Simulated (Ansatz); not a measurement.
# C4H10Cl2InN: a ladder of functionals and wavefunction methods

One table from this session's results is given with a row withheld; the runs are named, their logs left out.

The runs use Ansatz 0.2.0, Gaussian basis; functionals in def2-TZVPP, the program's frozen cores in correlated methods.

Plan: LDA (SPW92), PBE-D4, revPBE-D4, BLYP-D4, r2SCAN-D4, B97M-V, PBE0-D4, B3LYP-D4, r2SCANh-D4, r2SCAN0-D4, HSE06-D4, BHLYP-D4, CAM-B3LYP-D4, LC-ωPBE, ωB97X-V, ωB97M-V, B2PLYP, PBE-QIDH; CCSD(T)/def2-SVP; CCSD(T)/def2-TZVPP; MP2/def2-QZVPP; extrapolation to the limit; RPA on PBE.

## The relaxed structure

The geometry comes from an earlier relaxation with PBE0-D4 in a triple-zeta def2 set; it is a stationary point, not always the lowest conformer. In takes the def2 core potential; no spin-orbit term is included.

SMILES `CC[N](CC)[In]([Cl])[Cl]`, 18 atoms, charge 0, spin multiplicity 1.

Atoms are counted from 1 here; the program's logs count them from 0.

Bond lengths: C1–C2 1.513 Å, C1–H9 1.093 Å, C1–H10 1.091 Å, C1–H11 1.102 Å, C2–N3 1.445 Å, C2–H12 1.103 Å, C2–H13 1.100 Å, N3–C4 1.445 Å, N3–In6 2.041 Å, C4–C5 1.513 Å, C4–H14 1.103 Å, C4–H15 1.100 Å, C5–H16 1.102 Å, C5–H17 1.091 Å, C5–H18 1.093 Å, In6–Cl7 2.312 Å, In6–Cl8 2.332 Å. Angles: C2–C1–H9 111.0°, C2–C1–H10 111.7°, C2–C1–H11 111.3°, H9–C1–H10 108.3°, H9–C1–H11 108.8°, H10–C1–H11 105.7°, C1–C2–N3 111.3°, C1–C2–H12 109.6°, C1–C2–H13 109.0°, N3–C2–H12 112.3°, N3–C2–H13 108.4°, H12–C2–H13 106.2°, C2–N3–C4 114.1°, C2–N3–In6 115.4°, C4–N3–In6 115.4°, N3–C4–C5 111.3°, N3–C4–H14 112.3°, N3–C4–H15 108.4° and more.

The first run:

File in.yaml:

```yaml
crystal:
  periodic: [false, false, false]
  atoms:
    - {symbol: C, position_ang: [2.371698, 0.077638, -0.587814]}
    - {symbol: C, position_ang: [1.357775, -0.668525, 0.251311]}
    - {symbol: N, position_ang: [0.112490, 0.059126, 0.339478]}
    - {symbol: C, position_ang: [-0.937968, -0.652453, 1.030972]}
    - {symbol: C, position_ang: [-2.244412, 0.108609, 0.977546]}
    - {symbol: In, position_ang: [-0.459000, 1.027054, -1.363800]}
    - {symbol: Cl, position_ang: [-0.506247, 3.333404, -1.517130]}
    - {symbol: Cl, position_ang: [-1.119707, -0.045681, -3.325968]}
    - {symbol: H, position_ang: [2.524158, 1.091239, -0.208521]}
    - {symbol: H, position_ang: [3.336931, -0.431390, -0.600729]}
    - {symbol: H, position_ang: [2.052644, 0.137626, -1.641057]}
    - {symbol: H, position_ang: [1.219887, -1.685596, -0.153927]}
    - {symbol: H, position_ang: [1.757955, -0.795097, 1.268302]}
    - {symbol: H, position_ang: [-1.086852, -1.670039, 0.630944]}
    - {symbol: H, position_ang: [-0.638515, -0.776856, 2.082303]}
    - {symbol: H, position_ang: [-2.631286, 0.167235, -0.052829]}
    - {symbol: H, position_ang: [-3.024146, -0.388141, 1.557379]}
    - {symbol: H, position_ang: [-2.123007, 1.123149, 1.365442]}
basis:
  gaussian: {orbitals: def2-TZVPP}
hamiltonian: {xc: lda}
output: {orbitals: {seedname: orbitals}}
```

Started as:

```console
$ ansatz run in.yaml --threads 4 --pin off --events-out ev --progress --plain --max-ram 66560MiB --backend cuda --devices 0, --max-vram 37GiB
```

Steps of the session up to this table: LDA; PBE-D4 (GGA); revPBE-D4 (GGA); BLYP-D4 (GGA); r2SCAN-D4 (meta-GGA); B97M-V (meta-GGA); PBE0-D4 (hybrid); B3LYP-D4 (hybrid); r2SCANh-D4 (hybrid); r2SCAN0-D4 (hybrid); HSE06-D4 (hybrid); BHLYP-D4 (hybrid); CAM-B3LYP-D4 (range-separated); LC-ωPBE (range-separated); ωB97X-V (range-separated); ωB97M-V (range-separated); B2PLYP (double hybrid); PBE-QIDH (double hybrid).

One table of the session follows, with a row left open; its other results are not shown here.

It belongs to the step «Frontier levels by functional». 

```
  functional  HOMO (eV)  LUMO (eV)  gap (eV)
 LDA (SPW92)      -5.45      -2.93      2.52
      PBE-D4      -5.29      -2.61      2.68
   revPBE-D4      -5.23      -2.49      2.75
     BLYP-D4      -5.19      -2.55      2.64
   r2SCAN-D4      -5.52      -2.41      3.11
      B97M-V      -5.64      -2.46      3.18
     PBE0-D4      -6.57      -1.73      4.83
    B3LYP-D4      -6.37      -2.03      4.34
  r2SCANh-D4      -6.00      -2.09      3.91
  r2SCAN0-D4      -6.74      -1.61      5.12
    HSE06-D4      -6.17      -2.10      4.07
    BHLYP-D4          ?          ?         ?
CAM-B3LYP-D4      -7.92      -0.76      7.16
     LC-ωPBE      -9.22       0.50      9.72
     ωB97X-V      -8.91       0.33      9.24
     ωB97M-V      -8.83       0.19      9.02
```

Q: Estimate the row for BHLYP-D4 from the others.

Worked estimate for «HOMO (eV)». Against the share of exact exchange, BLYP-D4 (0, -5.19), B3LYP-D4 (0.2, -6.37) give a slope of -5.90 per unit share; at 0.5 the line stands at -8.14.

**Answer.** HOMO (eV): -7.80; LUMO (eV): -0.81; gap (eV): 6.99. In «HOMO (eV)» the line misses by -0.34.
